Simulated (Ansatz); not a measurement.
# NaWO3: the cost of one run

Computed with Ansatz 0.2.0, driven from Python. The levels of theory stand in the script.

## Step 1: The system

Symmetry: Pm-3m, No. 221, cubic system. The conventional cell has a = 3.860 Å, b = 3.860 Å, c = 3.860 Å, α = 90.00°, β = 90.00°, γ = 90.00°. Na (site symmetry m-3m) has 12 O at 2.73 Å as nearest neighbours. Around W (site symmetry m-3m) lie 6 O at 1.93 Å. O (site symmetry 4/mmm) has 2 W at 1.93 Å and 4 Na at 2.73 Å as nearest neighbours.

The script reads nawo3.cif:

```cif
data_NaWO3
_cell_length_a 3.860000
_cell_length_b 3.860000
_cell_length_c 3.860000
_cell_angle_alpha 90.00000
_cell_angle_beta 90.00000
_cell_angle_gamma 90.00000
_symmetry_space_group_name_H-M 'P 1'
_symmetry_Int_Tables_number 1
loop_
_symmetry_equiv_pos_as_xyz
'x, y, z'
loop_
_atom_site_label
_atom_site_type_symbol
_atom_site_fract_x
_atom_site_fract_y
_atom_site_fract_z
Na1 Na    0.000000    0.000000    0.000000
W2 W    0.500000    0.500000    0.500000
O3 O    0.500000    0.500000    0.000000
O4 O    0.000000    0.500000    0.500000
O5 O    0.500000    0.000000    0.500000
```

## Step 2: The script

nc_paw_nawo3.py

```python
# -*- coding: utf-8 -*-
from dataclasses import dataclass

import ansatz as az
from ase.io import read
import numpy as np


@dataclass(frozen=True)
class Settings:
    xc: str = 'pbesol'
    occupations: str = 'Fermi-Dirac'
    width_ev: float = 0.05
    kspacing: float = 0.26


settings = Settings()


def count_gap(report):
    # lowest empty less highest filled band, counting bands; zero where they overlap
    return max(report.get('gap_by_band_count_ev') or 0.0, 0.0)


def main():
    atoms = read('nawo3.cif')
    crystal = az.Crystal.from_ase(atoms)

    calculation = crystal.calculation()
    calculation = calculation.functional(settings.xc).occupations(settings.occupations, width=settings.width_ev)
    calculation = calculation.kpoints(spacing=settings.kspacing)
    calculation = calculation.stress()
    calculation = calculation.forces()
    calculation = calculation.band_table()
    variants = {
        'PAW': calculation.pseudopotentials('paw'),
        'norm-conserving': calculation.pseudopotentials('nc'),
    }
    rows = []
    for label, variant in variants.items():
        report = variant.run(threads=1).report
        levels = np.array(report['eigenvalues_ev'][0]) - report['fermi_energy_ev']
        print(label, 'levels at the first k-point near E_F:', np.round(levels[np.abs(levels) < 5], 3))
        rows.append((label, report['n_electrons'], np.trace(report['stress_gpa']) / 3, count_gap(report)))
    print('     treatment  electrons in bands           P GPa  gap by band count eV')
    for row in rows:
        print(f'{str(row[0]):>14s}  {row[1]:18.1f}  {row[2]:14.3f}  {row[3]:20.3f}')


if __name__ == '__main__':
    main()
```

## Step 3: The run

Launch:

```console
$ python nc_paw_nawo3.py
```

**Question.** How long does this script take on 1 thread of Arm Neoverse V1, shared host, and how much memory does it need?

About 9.9 s, with a peak of 0.55 GiB.
